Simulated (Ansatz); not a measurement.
# Be2Ag2BAs: the cost of one run

Program: Ansatz 0.2.0. Level of theory: DFT PBE, scalar-relativistic, plane waves, PAW. These are calculated values, not measurements.

### 1 The system as given

Symmetry: P4/mmm, No. 123, tetragonal system. The conventional cell has a = 3.867 Å, b = 3.867 Å, c = 5.093 Å, α = 90.00°, β = 90.00°, γ = 90.00°. Be (site symmetry mmm) has 2 As at 1.93 Å as nearest neighbours. Ag (site symmetry 4mm) is surrounded by 1 Ag at 2.28 Å and 4 Be at 2.39 Å. Around B (site symmetry 4/mmm) lie 2 As at 2.55 Å. As (site symmetry 4/mmm) has 4 Be at 1.93 Å as nearest neighbours.

As a file:

```xyz
6
Lattice="3.8669 0.0000 0.0000 0.0000 3.8669 0.0000 0.0000 0.0000 5.0932" Properties=species:S:1:pos:R:3 pbc="T T T"
Be    0.0000    1.9334    2.5466
Be    1.9334    0.0000    2.5466
Ag    1.9334    1.9334    1.1409
Ag    1.9334    1.9334    3.9523
B     0.0000    0.0000    0.0000
As    0.0000    0.0000    2.5466
```

A structure generator made this guess: species swapped into a database cell of CeCr2Si2C (P4/mmm, No. 123), with B on the Ce sites, Be on the Cr sites, Ag on the Si sites and As on the C sites. Lengths come from tabulated atomic sizes and are only a guess.

### 2 Probe: one point on a coarse mesh

input.yaml reads:

```yaml
crystal:
  lattice:
    - [3.86687004, 0.0, 0.0]
    - [0.0, 3.86687004, 0.0]
    - [0.0, 0.0, 5.09320949]
  atoms:
    - { symbol: Be, position: [0.0, 0.5, 0.5] }
    - { symbol: Be, position: [0.5, 0.0, 0.5] }
    - { symbol: Ag, position: [0.5, 0.5, 0.22400001] }
    - { symbol: Ag, position: [0.5, 0.5, 0.77599999] }
    - { symbol: B, position: [0.0, 0.0, 0.0] }
    - { symbol: As, position: [0.0, 0.0, 0.5] }
basis:
  ecutwfc: 420
kpoints:
  mp_grid: { grid: [4, 4, 4] }
hamiltonian:
  xc: pbe
scf:
  occupations: { method: gaussian, width: 0.1 }
  lower_state_search: "off"
output:
  forces: true
  stress: true
  eigenvalues: true
```

Launch:

```
> ansatz run input.yaml --threads 1 --pin off --max-ram 2048MiB --backend cpu --events-out ev --progress --plain --runs-dir out
```

**Question.** How long does this run take on 1 thread of Arm Neoverse V2, shared host, and how much memory does it need?

About 2.7 s, with a peak of 0.35 GiB.
